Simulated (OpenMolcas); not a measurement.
**Mn²⁺ among point charges: CASSCF and CASPT2 levels and susceptibility**

Aim: the splitting of the states of Mn²⁺ in the field of 6 point charges, its lowest levels with spin-orbit coupling and its magnetic susceptibility.

Program: OpenMolcas 26.06. Level of theory: state-averaged CASSCF and CASPT2, spin-orbit coupling by RASSI with atomic mean-field integrals. These are calculated values, not measurements, unless marked.

### Step 1. The system

| Item | Value |
| --- | --- |
| Species | Mn²⁺ (manganese, Z = 25, 23 electrons) |
| Basis | ANO-RCC-VDZP [5s4p2d1f], 34 functions |
| Scalar Hamiltonian | DKH2, point nucleus |
| Inactive shells | 1s 2s 2p 3s 3p |
| Active space | 5 electrons in 5 orbitals (3d) |
| Some configurations of this space | 3d⁵ |
| Orbitals | optimised for each spin and parity, averaged over all roots |

The outer shells:

3d5
```
3d [↑ ][↑ ][↑ ][↑ ][↑ ]
```

The ion sits among 6 point charges of -2 e arranged as an octahedron (Oh), 1.8 Å from the ion.

The work runs as a chain of OpenMolcas steps in one folder; each step below is one input file. Labels, J, g values, rates, χT and fits are worked out afterwards by a script from the matrices that RASSI stores. The input lists half of the charges; inversion (Group=XYZ) makes the rest.

### Step 2. GATEWAY and SEWARD: basis and integrals

Contents of a.inp:

```
&GATEWAY
Coord
1

Mn 0.0 0.0 0.0
Basis=ANO-RCC-VDZP
Group=XYZ
NoMove
AngMom=0.0 0.0 0.0
AMFI
XField
3 Angstrom 0
1.800000 0.000000 0.000000 -2.000000
0.000000 1.800000 0.000000 -2.000000
0.000000 0.000000 1.800000 -2.000000
&SEWARD
```

Command:

```sh
$ OMP_NUM_THREADS=1 MOLCAS_MEM=1689 MOLCAS_PROJECT=a pymolcas a.inp > a.log
```

### Step 3. Reference wave functions, sextets of even parity, 1 root

Contents of a.inp:

```
&RASSCF
FileOrb=start.orb
Symmetry=1
Spin=6
nActEl=5 0 0
Inactive=3 6
Ras2=5 0
CIRoot=1 1 1
SDav=1
CIMx=300
Iter=120 100
PrWF=0.3
OrbListing=Nothing
MaxOrb=0
>>> COPY $Project.JobIph JOB001
```

start.orb holds the contracted functions of the basis, ordered by shell, or the orbitals of the step before.

### Step 4. Reference wave functions, quartets of even parity, 24 roots

Contents of a.inp:

```
&RASSCF
FileOrb=start.orb
Symmetry=1
Spin=4
nActEl=5 0 0
Inactive=3 6
Ras2=5 0
CIRoot=24 24 1
SDav=24
CIMx=300
Iter=120 100
PrWF=0.3
OrbListing=Nothing
MaxOrb=0
>>> COPY $Project.JobIph JOB002
```

### Step 5. Reference wave functions, doublets of even parity, 75 roots

Contents of a.inp:

```
&RASSCF
FileOrb=start.orb
Symmetry=1
Spin=2
nActEl=5 0 0
Inactive=3 6
Ras2=5 0
CIRoot=75 75 1
SDav=75
CIMx=300
Iter=120 100
PrWF=0.3
OrbListing=Nothing
MaxOrb=0
>>> COPY $Project.JobIph JOB003
```

### Step 6. State interaction with spin-orbit coupling

Contents of a.inp:

```
&RASSI
NrOfJobIphs=3 1 24 75
1
1 2 3 4 5 6 7 8 9 10 11 12 13 14 15 16 17 18 19 20 21 22 23 24
1 2 3 4 5 6 7 8 9 10 11 12 13 14 15 16 17 18 19 20 21 22 23 24 25 26 27
28 29 30 31 32 33 34 35 36 37 38 39 40 41 42 43 44 45 46 47 48 49 50 51
52 53 54 55 56 57 58 59 60 61 62 63 64 65 66 67 68 69 70 71 72 73 74 75
IphNames
JOB001
JOB002
JOB003
EJob
SpinOrbit
DIPRint=1.0
SOCoupling=1000.0
Subsets=2
Property=9
'ANGMOM' 1 'ANGMOM' 2 'ANGMOM' 3 'MLTPL  1' 1 'MLTPL  1' 2 'MLTPL  1' 3
'AMFI' 1 'AMFI' 2 'AMFI' 3
SOProperty=3
'ANGMOM' 1 'ANGMOM' 2 'ANGMOM' 3
```

### Step 7. CASPT2: IPEA 0.25, imaginary shift 0.1 (closed shells correlated: 3s 3p)

Contents of a.inp:

```
>>> COPY JOB001 $Project.JobIph
&CASPT2
Multistate=1 1
Frozen=2 3
IPEA=0.25
Imaginary=0.1
MaxIter=60
WThr=0.0 0.3 0.05
PrWF=0.5
NoMix
>>> COPY JOB002 $Project.JobIph
&CASPT2
Multistate=24 1 2 3 4 5 6 7 8 9 10 11 12 13 14 15 16 17 18 19 20 21 22
23 24
NoMult
Frozen=2 3
IPEA=0.25
Imaginary=0.1
MaxIter=60
WThr=0.0 0.3 0.05
PrWF=0.5
NoMix
>>> COPY JOB003 $Project.JobIph
&CASPT2
Multistate=75 1 2 3 4 5 6 7 8 9 10 11 12 13 14 15 16 17 18 19 20 21 22
23 24 25 26 27 28 29 30 31 32 33 34 35 36 37 38 39 40 41 42 43 44 45 46
47 48 49 50 51 52 53 54 55 56 57 58 59 60 61 62 63 64 65 66 67 68 69 70
71 72 73 74 75
NoMult
Frozen=2 3
IPEA=0.25
Imaginary=0.1
MaxIter=60
WThr=0.0 0.3 0.05
PrWF=0.5
NoMix
```

(Steps that only read results are left out.)

Before running it: what results should come out? Wanted: spin-free ground state; first state of the same spin within the active space; lowest level; next level.

**Answer**, as computed:

| quantity | value |
| --- | --- |
| method | SS-CASPT2, IPEA 0.25, imaginary shift 0.1 (closed shells correlated: 3s 3p) |
| spin-free ground state | doublet, 2-fold in its orbital part |
| first state of the same spin within the active space | doublet at 690 cm⁻¹ |
| lowest level | 2-fold, g = 0.54, 0.54, 6.08 |
| next level | 2.8 cm⁻¹ |
| χT at 300 K | 1.16 cm³ K/mol |
| effective moment at 300 K | 3.04 μB |

Cost by method:

| method | time of its own steps | time with the reference |
| --- | --- | --- |
| A. CASSCF | 44 s | 44 s |
| B. SS-CASPT2, IPEA 0.25, imaginary shift 0.1, +3s 3p | 5.8 s | 50 s |

Times are of one thread on a shared host.

The spin-free ground state (doublet) comes to 68 % from free-ion G terms and has less than the highest spin computed. χT at 300 K is 1.16, against 0.38 cm³ K/mol for the spin alone, so orbital moment adds to it. CASPT2 does not keep the components of a term degenerate, and the means are used. Reference weights range from 0.84 to 0.95, which points to intruder states or a small active space for some roots. An orbital doublet at a regular site is open to a Jahn-Teller distortion, which this geometry leaves out. The field of point charges can differ much from that of real complexes. With metal d orbitals alone active, the gaps between spin states are rough; where two lie within a few thousand cm-1, their order is open. Point charges carry no covalency, so the field is a model and not that of real ligands.
